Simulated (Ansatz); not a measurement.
# ScS4: the cost of one run

Computed with Ansatz 0.2.0 (DFT PBE, scalar-relativistic, plane waves, PAW, unless a step's input says otherwise).

1 further run of the same task is left out (it didn't finish).

## Step 1: The structure to begin with

The structure is hexagonal, space group P6/mmm (No. 191). Conventional cell: a = 4.300 Å, b = 4.300 Å, c = 6.836 Å, α = 90.00°, β = 90.00°, γ = 120.00°. Sc (site symmetry 6/mmm) is surrounded by 12 S at 2.82 Å. S (site symmetry 3m) is surrounded by 4 S at 2.48 to 2.66 Å and 3 Sc at 2.82 Å.

Structure file:

```
Sc S
1.0
     4.30029    0.00000    0.00000
    -2.15014    3.72416    0.00000
     0.00000    0.00000    6.83597
Sc S
1 4
Direct
  0.00000 0.00000 0.50000
  0.33333 0.66667 0.69451
  0.66667 0.33333 0.69451
  0.66667 0.33333 0.30549
  0.33333 0.66667 0.30549
```

Recipe of the guess: random cell by space group and Wyckoff sites (P6/mmm, No. 191). The dimensions are guesses.

## Step 2: Probe: one point on a coarse mesh

input.yaml

```yaml
crystal:
  lattice:
    - [4.30028783, 0.0, 0.0]
    - [-2.15014391, 3.7241585, 0.0]
    - [0.0, 0.0, 6.83596548]
  atoms:
    - { symbol: Sc, position: [0.0, 0.0, 0.5] }
    - { symbol: S, position: [0.33333333, 0.66666667, 0.69451101] }
    - { symbol: S, position: [0.66666667, 0.33333333, 0.69451101] }
    - { symbol: S, position: [0.66666667, 0.33333333, 0.30548899] }
    - { symbol: S, position: [0.33333333, 0.66666667, 0.30548899] }
basis:
  ecutwfc: 420
kpoints:
  mp_grid: { grid: [6, 6, 4] }
hamiltonian:
  xc: pbe
scf:
  occupations: { method: gaussian, width: 0.1 }
  lower_state_search: "off"
output:
  forces: true
  stress: true
  eigenvalues: true
```

The run is started by

```sh
$ ansatz run input.yaml --threads 1 --pin off --max-ram 2560MiB --backend cpu --events-out ev --progress --plain --runs-dir out
```

What time and memory should one allow on 1 thread of AMD EPYC 7B13 (Zen 3), shared host?

About 2.4 s, with a peak of 0.4 GiB.
